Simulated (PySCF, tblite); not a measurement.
# C5H16Si2: geometry, infrared bands, NMR shifts and electronic excitations, part 2 of 2

tblite 0.8.0 and PySCF 2.14.0. Atoms count from 0.

### 6 Ultraviolet spectrum: CAM-B3LYP/def2-SVPD

Job settings and geometry (Å):

```
{"job": {"kind": "uv", "xc": "CAM-B3LYP", "basis": "def2-SVPD", "ip": true}, "charge": 0, "multiplicity": 1}
C     -1.249090    -1.531315     0.102700
C     -0.735501    -0.092220     0.216645
C     -1.213852     0.704494    -1.000492
C     -1.322721     0.526974     1.488948
C      0.821124    -0.076673     0.304989
Si     1.730033    -1.241400    -0.887743
Si     1.647621     1.625730     0.154072
H     -0.933674    -2.006080    -0.840950
H     -0.882046    -2.154534     0.933664
H     -2.350140    -1.552627     0.125162
H     -0.943589     1.770344    -0.921276
H     -0.781597     0.315814    -1.935504
H     -2.310264     0.652648    -1.090299
H     -2.423643     0.525060     1.449975
H     -1.014654    -0.040052     2.381968
H     -0.997175     1.569538     1.621988
H      1.115204    -0.441439     1.308901
H      1.594569    -2.677775    -0.495463
H      1.236453    -1.085202    -2.290992
H      3.187465    -0.899883    -0.874146
H      3.017022     1.547718     0.748488
H      0.893183     2.705195     0.864603
H      1.789910     2.032496    -1.279322
```

Level: TDDFT CAM-B3LYP/def2-SVPD, vertical, gas phase, core orbitals frozen in the response.

The program printed:

```text
coarse grid: 18600 points
cycle   1  E = -778.5548952582  dE =  2.718e-01  |g| = 3.548e-01  |ddm| = 9.388e+00
cycle   2  E = -778.5697476679  dE = -1.485e-02  |g| = 2.869e-01  |ddm| = 1.690e+00
cycle   3  E = -778.5910192136  dE = -2.127e-02  |g| = 4.932e-02  |ddm| = 7.990e-01
cycle   4  E = -778.5915923469  dE = -5.731e-04  |g| = 2.496e-02  |ddm| = 2.098e-01
cycle   5  E = -778.5917521547  dE = -1.598e-04  |g| = 2.651e-03  |ddm| = 6.610e-02
cycle   6  E = -778.5917539851  dE = -1.830e-06  |g| = 4.218e-04  |ddm| = 1.035e-02
final grid: 165848 points
cycle   7  E = -778.7087804038  dE = -4.413e-05  |g| = 3.626e-03  |ddm| = 2.842e-01
cycle   8  E = -778.7087808277  dE = -4.239e-07  |g| = 3.511e-03  |ddm| = 4.103e-02
cycle   9  E = -778.7087841046  dE = -3.277e-06  |g| = 3.438e-04  |ddm| = 8.754e-03
cycle  10  E = -778.7087841298  dE = -2.515e-08  |g| = 1.906e-04  |ddm| = 1.880e-03
cycle  11  E = -778.7087841389  dE = -9.120e-09  |g| = 2.211e-05  |ddm| = 6.817e-04
cycle  12  E = -778.7087841390  dE = -1.594e-10  |g| = 7.696e-06  |ddm| = 1.172e-04
converged SCF energy = -778.7087841390

Static polarisability (au): isotropic 115.506, principal 102.909 120.875 122.733

Singlet excitations
state   eV       nm        f      main configurations
  1   7.6514    162.0   0.02776   H->L 0.79, H->L+1 0.10
  2   8.1089    152.9   0.21698   H->L+1 0.59, H->L 0.11, H->L+3 0.11
  3   8.1739    151.7   0.00413   H->L+3 0.42, H->L+2 0.19, H->L+4 0.17
  4   8.2928    149.5   0.01221   H-1->L 0.74, H-1->L+1 0.10
  5   8.3683    148.2   0.02657   H->L+2 0.43, H->L+5 0.17, H->L+3 0.17
  6   8.5196    145.5   0.00055   H->L+4 0.27, H->L+5 0.14, H->L+6 0.12
  7   8.6547    143.3   0.00203   H-1->L+3 0.15, H->L+9 0.15, H->L+5 0.15
  8   8.6807    142.8   0.00264   H-2->L 0.42, H-2->L+1 0.10
  9   8.7593    141.5   0.01296   H-1->L+3 0.23, H-1->L+1 0.19, H-2->L 0.18
 10   8.7651    141.5   0.02378   H-3->L 0.42, H-1->L+1 0.14

Triplet excitations (Tamm-Dancoff, eV): 7.3181 7.6149 7.9082 7.9547
Vertical ionisation energy (delta-SCF) = 9.9487 eV
```

It took 20 min on 1 thread of Intel Xeon at 2.50GHz, shared host; peak memory 1.4 GiB.

The orbitals next to the gap, with their largest atomic shares:

```tsv
orbital	eV	atoms
HOMO−3	-10.65	Si6 19 %, Si5 18 %, H19 16 %
HOMO−2	-10.45	C1 16 %, C4 16 %, C2 10 %
HOMO−1	-10.07	C4 23 %, C1 12 %, Si5 11 %
HOMO	-9.43	C4 29 %, Si5 14 %, Si6 14 %
LUMO	1.05	Si5 16 %, Si6 14 %, C3 7 %
LUMO+1	1.43	Si5 22 %, Si6 19 %, H17 9 %
LUMO+2	1.59	Si6 28 %, Si5 17 %, H21 8 %
```

With each of the 10 states as a Gaussian band of 0.4 eV half-width at 1/e, the curve within the window shown has maxima at 153 nm (ε 11,000) L/(mol cm). Beyond the last state computed it falls off for lack of states. The curve at chosen wavelengths:

```tsv
nm	ε (L/mol/cm)
137	1009
139	1679
140	2067
142	2984
143	3550
145	4995
146	5878
148	7817
149	8745
151	10137
153	10512
154	10266
156	9049
157	8195
159	6317
160	5404
162	3800
164	2572
165	2094
167	1364
168	1091
170	682
171	532
173	313
174	236
176	129
```

Leading natural transition orbitals of singlet state 2: the hole lies on C4 34 %; H17, H21 about 10 % each; Si5, Si6 about 10 % each; the particle on H17, H21 about 17 % each; Si5, Si6 about 9 % each; H18 9 %.

Leading natural transition orbitals of singlet state 1: the hole lies on C4 34 %; Si5, Si6 about 10 % each; H17, H21 about 9 % each; the particle on H16 21 %; H17, H20 about 8 % each.

Further results of this job:

```tsv
property	computed
dipole moment (D)	1.21
polarisability (Å³)	17.12
HOMO–LUMO gap (eV)	10.48
−ε(HOMO) (eV)	9.43
```

### 7 Shielding tensors: CAM-B3LYP/pcSseg-1

Same as in step 6 but for these lines:

```diff
@@ -1,2 +1,2 @@
-{"job": {"kind": "uv", "xc": "CAM-B3LYP", "basis": "def2-SVPD", "ip": true}, "charge": 0, "multiplicity": 1}
+{"job": {"kind": "nmr", "xc": "CAM-B3LYP", "basis": "pcSseg-1", "pop": false}, "charge": 0, "multiplicity": 1}
 C     -1.249090    -1.531315     0.102700
```

Method: GIAO CAM-B3LYP/pcSseg-1 NMR shielding, non-relativistic, gas phase.

The program printed:

```text
coarse grid: 18600 points
cycle   1  E = -778.8909073674  dE =  3.147e-01  |g| = 3.711e-01  |ddm| = 3.961e+00
cycle   2  E = -778.9054746160  dE = -1.457e-02  |g| = 3.079e-01  |ddm| = 5.587e-01
cycle   3  E = -778.9287474201  dE = -2.327e-02  |g| = 4.606e-02  |ddm| = 3.025e-01
cycle   4  E = -778.9292144792  dE = -4.671e-04  |g| = 2.524e-02  |ddm| = 7.539e-02
cycle   5  E = -778.9293682143  dE = -1.537e-04  |g| = 2.678e-03  |ddm| = 2.635e-02
cycle   6  E = -778.9293697349  dE = -1.521e-06  |g| = 5.236e-04  |ddm| = 3.698e-03
final grid: 165848 points
cycle   7  E = -778.9822254823  dE = -3.251e-05  |g| = 4.305e-03  |ddm| = 2.296e-02
cycle   8  E = -778.9822258919  dE = -4.097e-07  |g| = 4.133e-03  |ddm| = 8.111e-03
cycle   9  E = -778.9822302527  dE = -4.361e-06  |g| = 3.858e-04  |ddm| = 4.012e-03
cycle  10  E = -778.9822302824  dE = -2.977e-08  |g| = 1.687e-04  |ddm| = 5.608e-04
cycle  11  E = -778.9822302891  dE = -6.720e-09  |g| = 3.039e-05  |ddm| = 1.658e-04
cycle  12  E = -778.9822302894  dE = -2.226e-10  |g| = 6.556e-06  |ddm| = 4.409e-05
converged SCF energy = -778.9822302894

GIAO shielding tensors (ppm)
atom      isotropic    diamagn.    paramagn.     s11        s22        s33       span
  0 C      146.811     247.967    -101.156    130.833    133.413    176.186     45.353
  1 C      151.995     240.636     -88.641    148.109    150.025    157.850      9.741
  2 C      155.122     248.444     -93.322    138.657    145.714    180.995     42.339
  3 C      148.193     246.960     -98.768    123.829    138.590    182.158     58.329
  4 C      170.176     257.159     -86.983    146.922    160.050    203.556     56.634
  5 Si     415.224     880.175    -464.951    384.310    399.594    461.768     77.458
  6 Si     411.281     880.158    -468.877    378.623    395.291    459.931     81.309
  7 H       30.106      32.035      -1.929     25.719     29.495     35.104      9.385
  8 H       30.284      31.961      -1.677     26.966     27.905     35.981      9.015
  9 H       30.333      31.349      -1.017     26.478     27.874     36.646     10.168
 10 H       30.411      32.349      -1.938     26.023     29.563     35.647      9.624
 11 H       30.021      32.530      -2.508     25.707     29.081     35.276      9.569
 12 H       30.566      31.661      -1.095     26.759     27.966     36.972     10.213
 13 H       30.457      31.167      -0.711     26.652     27.758     36.961     10.308
 14 H       30.553      31.544      -0.991     27.213     28.009     36.437      9.224
 15 H       29.654      31.852      -2.198     24.894     29.211     34.857      9.962
 16 H       31.291      34.507      -3.216     27.459     29.703     36.711      9.252
 17 H       27.370      29.574      -2.205     23.379     25.828     32.903      9.524
 18 H       27.413      30.047      -2.634     23.851     26.347     32.041      8.191
 19 H       27.684      29.052      -1.369     23.668     26.245     33.138      9.469
 20 H       27.658      29.346      -1.688     24.165     25.244     33.567      9.401
 21 H       27.184      29.918      -2.734     22.949     26.481     32.120      9.171
 22 H       27.643      29.768      -2.125     24.553     25.849     32.527      7.975
```

Wall time 2.5 min (1 thread of Intel Xeon at 2.50GHz, shared host); peak memory 1.3 GiB.

This run: δ C0 32.4, C1 30.5, C4 12.3, Si5 -69.8, H17 3.84, H7 1.06 ppm (means over like atoms).

### 8 Side by side: NMR shifts

Shifts (ppm), means over like atoms, with basis size and wall time:

```tsv
run	C0	C1	C4	H17	H7	H16	Si5	functions	time
PBE0/pcSseg-1	32.2	30.8	12.1	3.93	1.08	0.22	-69.9	213	2.6 min
CAM-B3LYP/pcSseg-1	32.4	30.5	12.3	3.84	1.06	0.04	-69.8	213	2.5 min
```

### 9 Summary of results

The summary covers parts 1 to 2.

```
                                                                quantity                        value
                               strongest single infrared mode (GFN2-xTB)        2249 cm⁻¹, 589 km/mol
                                            zero-point energy (GFN2-xTB)               117.0 kcal/mol
                                                             point group                           C1
                                    rotational constants (main isotopes)         1.85, 1.48, 1.04 GHz
 13C shifts against TMS (PBE0/pcSseg-1, means over atoms taken as alike)         32.2, 30.8, 12.1 ppm
  1H shifts against TMS (PBE0/pcSseg-1, means over atoms taken as alike)         3.93, 1.08, 0.22 ppm
29Si shifts against TMS (PBE0/pcSseg-1, means over atoms taken as alike)                    -69.9 ppm
                                   surface potential, 1st and 99th percentile           -0.12 V and 0.82 V
                                    lowest singlet (CAM-B3LYP/def2-SVPD)  7.65 eV (162 nm), f = 0.028
                                brightest single state of those computed  state 2, 8.11 eV, f = 0.217
                                                          lowest triplet                      7.32 eV
                                       vertical ionisation energy (ΔSCF)                      9.95 eV
                                                range of the shift of C1             30.5 to 30.8 ppm
```

Over 133 steps the energy fell by 0.894 eV; of the close pairs, C0–H9 changed most, 1.135 to 1.089 Å (GFN2-xTB). All 63 modes are real, so the xTB geometry is a minimum. Unscaled tight-binding wavenumbers are off by several per cent, some by more. Its intensities can rank the bands wrongly. Relaxing lowered the energy by 0.213 eV in 8 steps; the close pair that moved most is Si6–H20, from 1.437 to 1.495 Å (PBE0/def2-SVP). At PBE0/pcSseg-1: The widest tensor belongs to Si5, Si6: span 77 ppm, with a paramagnetic part of -459 ppm. The first singlet state (HOMO→LUMO 0.79, HOMO→LUMO+1 0.10) lies at 7.65 eV and is weak; of the 10 states computed, the strongest absorption comes from state 2 at 8.11 eV. The lowest triplet lies 0.33 eV below the lowest singlet (triplets in Tamm-Dancoff, singlets in full TDDFT). The orbital energy would give 9.43 eV for ionisation, ΔSCF gives 9.95 eV. Across the 2 runs the shift of C1 moves most, between 30.5 (CAM-B3LYP/pcSseg-1) and 30.8 ppm (PBE0/pcSseg-1).
